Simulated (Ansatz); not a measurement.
# BFH₆SSi₂: one species, many methods

The task here is to estimate one member of a computed series from the others.

Method: functionals in def2-TZVPP, the program's frozen cores in correlated methods; program: Ansatz 0.2.0, Gaussian basis.

Plan: LDA (SPW92), PBE-D4, revPBE-D4, BLYP-D4, r2SCAN-D4, B97M-V, PBE0-D4, B3LYP-D4, r2SCANh-D4, r2SCAN0-D4, HSE06-D4, BHLYP-D4, CAM-B3LYP-D4, LC-ωPBE, ωB97X-V, ωB97M-V, B2PLYP, PBE-QIDH; CCSD(T)/def2-SVP; CCSD(T)/def2-TZVPP; MP2/def2-QZVPP; extrapolation to the limit; RPA on PBE.

## The relaxed structure

An earlier PBE0-D4 in a triple-zeta def2 set relaxation fixed the geometry.

11 atoms, charge 0, spin multiplicity 1.

Atoms are counted from 1 here; the program's logs count them from 0.

Bond lengths: B1–Si2 2.034 Å, B1–S5 2.019 Å, B1–H6 1.200 Å, B1–H7 1.206 Å, Si2–Si3 2.302 Å, Si2–H8 1.493 Å, Si2–H9 1.487 Å, Si3–F4 1.599 Å, Si3–S5 2.235 Å, Si3–H10 1.484 Å, S5–H11 1.348 Å. Angles: Si2–B1–S5 97.5°, Si2–B1–H6 119.0°, Si2–B1–H7 112.9°, S5–B1–H6 107.5°, S5–B1–H7 101.4°, H6–B1–H7 115.0°, B1–Si2–Si3 78.9°, B1–Si2–H8 114.1°, B1–Si2–H9 125.5°, Si3–Si2–H8 106.2°, Si3–Si2–H9 117.9°, H8–Si2–H9 109.7°, Si2–Si3–F4 129.8°, Si2–Si3–S5 84.4°, Si2–Si3–H10 117.0°, F4–Si3–S5 110.4°, F4–Si3–H10 107.3°, S5–Si3–H10 100.4° and more.

Set-up of the first run:

in.yaml reads:

```yaml
crystal:
  periodic: [false, false, false]
  atoms:
    - {symbol: B, position_ang: [-0.991056, 0.966844, -0.260696]}
    - {symbol: Si, position_ang: [-0.292233, -0.089081, 1.330476]}
    - {symbol: Si, position_ang: [1.388697, -0.433266, -0.204825]}
    - {symbol: F, position_ang: [2.252959, -1.745787, -0.499743]}
    - {symbol: S, position_ang: [-0.246113, -0.220821, -1.714058]}
    - {symbol: H, position_ang: [-2.175884, 1.045567, -0.431966]}
    - {symbol: H, position_ang: [-0.379819, 1.988880, -0.450985]}
    - {symbol: H, position_ang: [-0.956762, -1.411245, 1.525040]}
    - {symbol: H, position_ang: [0.078735, 0.484105, 2.651953]}
    - {symbol: H, position_ang: [2.230231, 0.737421, -0.554696]}
    - {symbol: H, position_ang: [-0.843258, -1.379713, -1.370000]}
basis:
  gaussian: {orbitals: def2-TZVPP}
hamiltonian: {xc: lda}
output: {orbitals: {seedname: orbitals}}
```

Among the steps run: LDA; PBE-D4 (GGA); revPBE-D4 (GGA); BLYP-D4 (GGA); r2SCAN-D4 (meta-GGA); B97M-V (meta-GGA); PBE0-D4 (hybrid); B3LYP-D4 (hybrid); r2SCANh-D4 (hybrid); r2SCAN0-D4 (hybrid); HSE06-D4 (hybrid); BHLYP-D4 (hybrid); CAM-B3LYP-D4 (range-separated); LC-ωPBE (range-separated); ωB97X-V (range-separated); ωB97M-V (range-separated); B2PLYP (double hybrid); PBE-QIDH (double hybrid).

One of the session's tables, all rows but one given; the rest of the session is left out.

It belongs to the step «Frontier levels by functional». 

```
  functional  HOMO (eV)  gap (eV)
 LDA (SPW92)      -6.49      4.84
      PBE-D4      -6.36      4.91
   revPBE-D4      -6.31      4.94
     BLYP-D4          ?         ?
   r2SCAN-D4      -6.57      5.37
      B97M-V      -6.66      5.37
     PBE0-D4      -7.44      6.86
    B3LYP-D4      -7.25      6.53
  r2SCANh-D4      -6.97      6.08
  r2SCAN0-D4      -7.58      7.14
    HSE06-D4      -7.05      6.09
    BHLYP-D4      -8.42      8.83
CAM-B3LYP-D4      -8.70      9.24
     LC-ωPBE      -9.98     11.59
     ωB97X-V      -9.66     11.18
     ωB97M-V      -9.49     10.75
```

Q: Estimate the row for BLYP-D4 from the others.

Worked estimate for «HOMO (eV)». Against the share of exact exchange, B3LYP-D4 (0.2, -7.25), BHLYP-D4 (0.5, -8.42) give a slope of -3.90 per unit share; at 0 the line stands at -6.47.

The run gave: HOMO (eV): -6.22; gap (eV): 4.96. In «HOMO (eV)» the line misses by -0.25.
